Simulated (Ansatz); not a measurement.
Runs of Ansatz 0.2.0 on GdAlO3. The structure is cubic, space group Pm-3m (No. 221). Conventional cell: a = 3.735 Å, b = 3.735 Å, c = 3.735 Å, α = 90.00°, β = 90.00°, γ = 90.00°. Gd (site symmetry m-3m) has 12 O at 2.64 Å as nearest neighbours. Al (site symmetry m-3m) has 6 O at 1.87 Å as nearest neighbours. O (site symmetry 4/mmm) is surrounded by 2 Al at 1.87 Å. The cell comes from a database or a generator and needn't be the stable form of this composition.

```tsv
spin	fixed moment (μB)	pressure (GPa)	moment (μB)
collinear, ferromagnetic start	1.8	-5.6	1.80
collinear, ferromagnetic start	3.5	-4.4	3.50
collinear, ferromagnetic start	10.5	20.3	10.50
collinear, ferromagnetic start	7.0	(b)	7.00
collinear, program default start	0.0	(a)	0.00
```

Alike in all rows: task single point; level PBEsol; potentials or basis Ansatz PAW; cell as given; k mesh 6 × 6 × 6; cutoff (eV) 420; smearing fermi-dirac 0.05 eV.

Question: Estimate the missing entries.

Answer: (a) -7.5; (b) -6.2.

Caveats: the total moment is fixed, so each spin has its own Fermi level; the PAW data sets come from PBE, with cores solved anew for the run's functional, which leaves a small shift of forces and pressure; the thresholds are loose for stress; a cell with one magnetic atom can't hold antiferromagnetic order, which such compounds often take (some runs).
